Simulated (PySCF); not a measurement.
# Br6Ir ([IrBr6]3-): the cost of one run

Computed with PySCF 2.14.0 and routines of our own; the level stands in each step. Atoms count from 0.

## (1) The starting structure

7 atoms, charge -3, states of the metal's open shell are computed; geometry from: model start, shaken.

## (2) Optimising the geometry at PBE0-D3(BJ)/def2-SVP

Job settings and geometry (Å):

```
{"job": {"xc": "PBE0", "basis": "def2-SVP", "d3": "d3bj", "grid": 1, "maxiter": 45, "solvent": "water", "kind": "geom"}, "charge": -3, "metal": "Ir", "open_shell": "d6"}
Ir     0.000020     0.004480    -0.004110
Br    -0.013360    -0.006820     2.525130
Br     0.000900     0.020100    -2.547380
Br     2.530690     0.007350     0.005350
Br    -2.538420    -0.013960    -0.000440
Br     0.010430     2.519840    -0.006860
Br    -0.028520    -2.559340    -0.027630
```

The run is started by

```sh
> OMP_NUM_THREADS=1 python lf_run.py task.json out
```

One launch serves the whole session: the jobs run in the order shown.

**Question.** How long does this first job take on 1 thread of Intel Xeon 6975P-C, shared host, and how much memory does it need?

About 21 min, with a peak of 1.6 GiB.
